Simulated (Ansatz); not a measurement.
# ClH₂InOS: up Jacob's ladder to CCSD(T)

The task here is to estimate one member of a computed series from the others.

Method: functionals in def2-TZVPP, the program's frozen cores in correlated methods; program: Ansatz 0.2.0, Gaussian basis.

Plan: PBE-D4, r2SCAN-D4, PBE0-D4, B3LYP-D4, ωB97X-V, ωB97M-V, B2PLYP; CCSD(T)/def2-TZVPP; CCSD(T)/def2-QZVPP; extrapolation to the limit.

### The geometry

All runs share one geometry, relaxed beforehand with PBE0-D4 in a triple-zeta def2 set. In takes the def2 core potential; no spin-orbit term is included.

SMILES `[OH][In]([SH])[Cl]`, 6 atoms, charge 0, spin multiplicity 1.

Atoms are counted from 1 here; the program's logs count them from 0.

Bond lengths: O1–In2 1.966 Å, O1–H5 0.961 Å, In2–S3 2.351 Å, In2–Cl4 2.325 Å, S3–H6 1.345 Å. Angles: In2–O1–H5 111.7°, O1–In2–S3 122.8°, O1–In2–Cl4 115.9°, S3–In2–Cl4 121.3°, In2–S3–H6 91.9°.

Set-up of the first run:

in.yaml reads:

```yaml
crystal:
  periodic: [false, false, false]
  atoms:
    - {symbol: O, position_ang: [-0.107361, 1.767880, 1.008883]}
    - {symbol: In, position_ang: [-0.041936, 0.073205, 0.014545]}
    - {symbol: S, position_ang: [1.679778, -1.502744, 0.296189]}
    - {symbol: Cl, position_ang: [-1.784425, -0.297676, -1.479201]}
    - {symbol: H, position_ang: [-0.874958, 2.293024, 0.765542]}
    - {symbol: H, position_ang: [1.128902, -2.333689, -0.605948]}
basis:
  gaussian: {orbitals: def2-TZVPP}
hamiltonian: {xc: pbe, dispersion: d4}
output: {forces: true, orbitals: {seedname: orbitals}}
```

Started as:

```
ansatz run in.yaml --threads 2 --pin off --events-out ev --progress --plain --max-ram 32768MiB --backend cpu
```

Among the steps run: PBE-D4 (GGA); r2SCAN-D4 (meta-GGA); PBE0-D4 (hybrid); B3LYP-D4 (hybrid); ωB97X-V (range-separated); ωB97M-V (range-separated); B2PLYP (double hybrid); CCSD(T) in def2-TZVPP; CCSD(T) in def2-QZVPP.

One of the session's tables, all rows but one given; the rest of the session is left out.

It belongs to the step «Atomisation energies». 

```
            method  atomisation energy (kcal/mol)
            PBE-D4                          420.7
         r2SCAN-D4                          416.7
           PBE0-D4                          409.4
          B3LYP-D4                          404.4
           ωB97X-V                          417.6
           ωB97M-V                          416.6
            B2PLYP                          403.5
     HF/def2-TZVPP                          274.5
    MP2/def2-TZVPP                              ?
   CCSD/def2-TZVPP                          391.3
CCSD(T)/def2-TZVPP                          401.6
           MP2/CBS                          431.6
       CCSD(T)/CBS                          419.2
```

Estimate the missing values for MP2/def2-TZVPP.

As computed: atomisation energy (kcal/mol): 413.9. In the column «atomisation energy (kcal/mol)» it lies between PBE0-D4 (409.4) and ωB97M-V (416.6).
